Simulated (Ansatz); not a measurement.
# C4H3F3O2: a ladder of functionals and wavefunction methods

Aim: compute C4H3F3O2 with functionals from several rungs and with coupled cluster. The yardstick is the atomisation energy at the CCSD(T) limit.

Computed with Ansatz 0.2.0, Gaussian basis. Level: functionals in def2-TZVPP, the program's frozen cores in correlated methods.

Plan: LDA (SPW92), PBE-D4, revPBE-D4, BLYP-D4, r2SCAN-D4, B97M-V, PBE0-D4, B3LYP-D4, r2SCANh-D4, r2SCAN0-D4, HSE06-D4, BHLYP-D4, CAM-B3LYP-D4, LC-ωPBE, ωB97X-V, ωB97M-V, B2PLYP, PBE-QIDH; CCSD(T)/def2-SVP; CCSD(T)/def2-TZVPP; MP2/def2-QZVPP; extrapolation to the limit; RPA on PBE.

**1. The relaxed structure**

An earlier PBE0-D4 in a triple-zeta def2 set relaxation fixed the geometry.

SMILES `O=CCC(=O)C(F)(F)F`, 12 atoms, charge 0, spin multiplicity 1.

Atoms are counted from 1 here; the program's logs count them from 0.

Bond lengths: O1–C2 1.195 Å, C2–C3 1.514 Å, C2–H10 1.109 Å, C3–C4 1.504 Å, C3–H11 1.095 Å, C3–H12 1.094 Å, C4–O5 1.193 Å, C4–C6 1.547 Å, C6–F7 1.317 Å, C6–F8 1.343 Å, C6–F9 1.335 Å. Angles: O1–C2–C3 124.5°, O1–C2–H10 121.6°, C3–C2–H10 113.9°, C2–C3–C4 112.2°, C2–C3–H11 108.2°, C2–C3–H12 107.7°, C4–C3–H11 112.1°, C4–C3–H12 108.8°, H11–C3–H12 107.7°, C3–C4–O5 124.3°, C3–C4–C6 115.5°, O5–C4–C6 120.2°, C4–C6–F7 112.2°, C4–C6–F8 108.4°, C4–C6–F9 111.0°, F7–C6–F8 108.7°, F7–C6–F9 109.0°, F8–C6–F9 107.5°.

**2. LDA**

This LDA is Slater exchange with PW92 correlation.

File in.yaml:

```yaml
crystal:
  periodic: [false, false, false]
  atoms:
    - {symbol: O, position_ang: [-0.247270, -1.567687, -1.611867]}
    - {symbol: C, position_ang: [0.623334, -1.530667, -0.794297]}
    - {symbol: C, position_ang: [0.978233, -0.309222, 0.027687]}
    - {symbol: C, position_ang: [0.064349, 0.851753, -0.254317]}
    - {symbol: O, position_ang: [0.263807, 1.676738, -1.092023]}
    - {symbol: C, position_ang: [-1.188926, 0.947178, 0.648425]}
    - {symbol: F, position_ang: [-2.068152, 1.812604, 0.188703]}
    - {symbol: F, position_ang: [-0.799749, 1.338676, 1.872560]}
    - {symbol: F, position_ang: [-1.777500, -0.244462, 0.775982]}
    - {symbol: H, position_ang: [1.258477, -2.414975, -0.581966]}
    - {symbol: H, position_ang: [0.968095, -0.593524, 1.084915]}
    - {symbol: H, position_ang: [2.002305, -0.021510, -0.229802]}
basis:
  gaussian: {orbitals: def2-TZVPP}
hamiltonian: {xc: lda}
output: {orbitals: {seedname: orbitals}}
```

On the command line:

```sh
$ ansatz run in.yaml --threads 2 --pin off --events-out ev --progress --plain --max-ram 32768MiB --backend cuda --devices 0, --max-vram 18GiB
```

After this run come: PBE-D4 (GGA); revPBE-D4 (GGA); BLYP-D4 (GGA); r2SCAN-D4 (meta-GGA); B97M-V (meta-GGA); PBE0-D4 (hybrid); B3LYP-D4 (hybrid); r2SCANh-D4 (hybrid); r2SCAN0-D4 (hybrid); HSE06-D4 (hybrid); BHLYP-D4 (hybrid); CAM-B3LYP-D4 (range-separated); LC-ωPBE (range-separated); ωB97X-V (range-separated); ωB97M-V (range-separated); B2PLYP (double hybrid); PBE-QIDH (double hybrid); CCSD(T) in def2-SVP; CCSD(T) in def2-TZVPP; MP2 in def2-QZVPP; RPA on PBE orbitals.

**Question.** What will the summary of the whole plan be? Wanted: atomisation energy, CCSD(T)/CBS; farthest beyond LDA; mean size of error, GGA; mean size of error, meta-GGA; mean size of error, hybrid; mean size of error, range-separated; mean size of error, double hybrid; gap, smallest and largest; T1 diagnostic.

The runs gave:

```
                               quantity                                      value
        atomisation energy, CCSD(T)/CBS                            1266.4 kcal/mol
functionals within 6.3 kcal/mol (0.5 %)     B97M-V, B3LYP-D4, r2SCANh-D4, PBE-QIDH
                    farthest beyond LDA                  BHLYP-D4 (-71.7 kcal/mol)
                mean size of error, GGA                              33.3 kcal/mol
           mean size of error, meta-GGA                               8.7 kcal/mol
             mean size of error, hybrid                              22.9 kcal/mol
    mean size of error, range-separated                               9.6 kcal/mol
      mean size of error, double hybrid                               7.5 kcal/mol
              gap, smallest and largest  3.39 eV (LDA (SPW92)), 11.54 eV (LC-ωPBE)
                          T1 diagnostic                                     0.0142
triples share of the correlation energy                                      3.8 %
```

**Reading.** The LDA atomisation energy is off by 263.3 kcal/mol (21 %): it overbinds. PBE-D4 misses by +66.7 kcal/mol. Double hybrids carry the basis error of their MP2 part in triple zeta, and no dispersion term here, so their miss is partly the set-up's. Taken by rung, double hybrid functionals do best (7.5 kcal/mol on average) and GGA ones worst beyond LDA (33.3 kcal/mol). The gap between the best rungs is small, so their order is not settled. Misses under about 6.3 kcal/mol are within the doubt on the reference itself, which lacks core-valence correlation, relativity and higher excitations. Hartree-Fock recovers 68 % of the binding; the rest is correlation. CCSD(T) in def2-SVP is off by -52.8 kcal/mol, which most functionals beat. Orbital gaps span 3.4 to 11.5 eV; exact exchange widens them.
